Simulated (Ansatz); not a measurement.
**GeH₄OSe: small, medium and large basis sets**

One table from this session's results is given with a row withheld; the runs are named, their logs left out.

Computed with Ansatz 0.2.0, Gaussian basis. Level: one geometry, several basis sets.

Plan: PBE0-D4/def2-SVP; ωB97M-V/def2-SVP; PBE0-D4/def2-QZVPP; ωB97M-V/def2-QZVPP; the functionals' def2-TZVPP values are taken from earlier runs.

**The geometry**

All runs share one geometry, relaxed beforehand with PBE0-D4 in a triple-zeta def2 set.

SMILES `[OH][GeH2][SeH]`, 7 atoms, charge 0, spin multiplicity 1.

Atoms are counted from 1 here; the program's logs count them from 0.

Bond lengths: O1–Ge2 1.777 Å, O1–H4 0.961 Å, Ge2–Se3 2.352 Å, Ge2–H5 1.530 Å, Ge2–H6 1.538 Å, Se3–H7 1.469 Å. Angles: Ge2–O1–H4 112.2°, O1–Ge2–Se3 110.9°, O1–Ge2–H5 103.9°, O1–Ge2–H6 111.2°, Se3–Ge2–H5 112.4°, Se3–Ge2–H6 104.8°, H5–Ge2–H6 113.7°, Ge2–Se3–H7 92.5°.

As a file:

| atom | x (Å) | y (Å) | z (Å) |
| --- | --- | --- | --- |
| O1 | -1.37747 | -0.35556 | -0.75610 |
| Ge2 | -0.16453 | 0.56131 | 0.16331 |
| Se3 | 1.63396 | -0.81888 | 0.79059 |
| H4 | -1.59718 | -1.18994 | -0.33404 |
| H5 | 0.26047 | 1.67475 | -0.79661 |
| H6 | -0.74552 | 1.07781 | 1.49054 |
| H7 | 2.05157 | -1.01750 | -0.60339 |

The first run:

in.yaml reads:

```yaml
crystal:
  periodic: [false, false, false]
  atoms:
    - {symbol: O, position_ang: [-1.377466, -0.355559, -0.756099]}
    - {symbol: Ge, position_ang: [-0.164532, 0.561308, 0.163307]}
    - {symbol: Se, position_ang: [1.633956, -0.818875, 0.790591]}
    - {symbol: H, position_ang: [-1.597182, -1.189943, -0.334045]}
    - {symbol: H, position_ang: [0.260471, 1.674754, -0.796605]}
    - {symbol: H, position_ang: [-0.745516, 1.077811, 1.490541]}
    - {symbol: H, position_ang: [2.051568, -1.017497, -0.603389]}
basis:
  gaussian: {orbitals: def2-SVP}
hamiltonian: {xc: pbe0, dispersion: d4}
output: {orbitals: {seedname: orbitals}}
```

Command:

```
$ ansatz run in.yaml --threads 2 --pin off --events-out ev --progress --plain --max-ram 4352MiB
```

Steps of the session up to this table: PBE0-D4 in def2-SVP; ωB97M-V in def2-SVP; PBE0-D4 in def2-QZVPP; ωB97M-V in def2-QZVPP.

One of the session's tables, all rows but one given; the rest of the session is left out.

```
functional       basis  HOMO (eV)  LUMO (eV)
   PBE0-D4    def2-SVP      -7.09       0.15
   PBE0-D4  def2-TZVPP      -7.22      -0.22
   PBE0-D4  def2-QZVPP          ?          ?
   ωB97M-V    def2-SVP      -9.24       2.20
   ωB97M-V  def2-TZVPP      -9.39       1.66
   ωB97M-V  def2-QZVPP      -9.42       1.36
```

Q: Estimate the row for PBE0-D4, def2-QZVPP from the others.

**Answer.** HOMO (eV): -7.25; LUMO (eV): -0.31. In the column «HOMO (eV)» it lies between ωB97M-V, def2-SVP (-9.24) and PBE0-D4, def2-TZVPP (-7.22).
